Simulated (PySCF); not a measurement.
# The bond of SrPb+, level by level

An exercise on one series of results from a longer session: the logs are not shown, and one member is left open.

Method: Sr def2-SVP with ECP28, Pb def2-SVP with ECP60, scalar-relativistic core potentials; program: PySCF 2.14.0.

Set-up of the first run:

A driver script around PySCF takes these settings:

```
atoms                         : Sr, Pb
charge                        : 1
basis                         : Sr def2-SVP with ECP28, Pb def2-SVP with ECP60
Hamiltonian                   : scalar-relativistic core potentials
basis functions               : 49
electrons treated             : 31
masses in u                   : 87.9056, 207.9766
levels                        : PBE0, PBE, r²SCAN, M06, B97-3, TPSS, HF, MP2, SCS-MP2, CCSD, CCSD(T)
grid                          : 80 radial by 434 angular points
occupations                   : held fixed by the projection of orbital angular momentum
dissociation limit            : Sr+ + Pb, each in its ground configuration
starting distance in angstrom : 3.205
values of 2S to try           : 1, 3
```

On the command line:

```sh
> OMP_NUM_THREADS=1 python dia.py task.json out
```

Steps of the session up to this table: Input; First curve: PBE0; Higher solutions at PBE0; PBE (GGA); r²SCAN (meta-GGA); M06 (hybrid meta-GGA); B97-3; TPSS (meta-GGA); UHF (mean field); Correlated methods on the Hartree–Fock reference.

One table of the session follows, with a row left open; its other results are not shown here.

It belongs to the step «The curves together». Energy (eV) from each level's lowest point:

| R (Å) | UHF | UHF-MP2 | UHF-SCS-MP2 | UHF-CCSD | UHF-CCSD(T) |
| --- | --- | --- | --- | --- | --- |
| 2.969 | 0.481 | 0.604 | 0.654 | n/a | n/a |
| 3.107 | 0.334 | 0.277 | 0.314 | 0.274 | 0.273 |
| 3.245 | 0.141 | 0.097 | 0.121 | 0.106 | 0.107 |
| 3.348 | ? | ? | ? | ? | ? |
| 3.452 | 0.014 | 0.000 | 0.007 | 0.005 | 0.006 |
| 3.556 | 0.000 | 0.001 | 0.000 | 0.000 | 0.000 |
| 3.694 | 0.015 | 0.034 | 0.023 | 0.023 | 0.021 |
| 3.866 | 0.073 | 0.111 | 0.088 | 0.085 | 0.080 |
| 4.073 | 0.176 | 0.233 | 0.197 | 0.186 | 0.175 |
| 4.349 | 0.340 | 0.414 | 0.361 | n/a | n/a |

Q: Estimate the row for R (Å) = 3.348 from the others.

Worked estimate for «UHF». A straight line through the neighbours (3.245, 0.141) and (3.452, 0.014) gives 0.141 + (0.014 − 0.141) × (3.348 − 3.245) / (3.452 − 3.245) = 0.078; a parabola fitted to 4 rows on both sides gives 0.056.

**Answer.** UHF: 0.058; UHF-MP2: 0.029; UHF-SCS-MP2: 0.044; UHF-CCSD: 0.038; UHF-CCSD(T): 0.039. In «UHF» the line misses by +0.020 and the parabola by -0.002.

State 2 has its PBE0 minimum 0.06 eV higher. The other levels ran on the lowest alone.
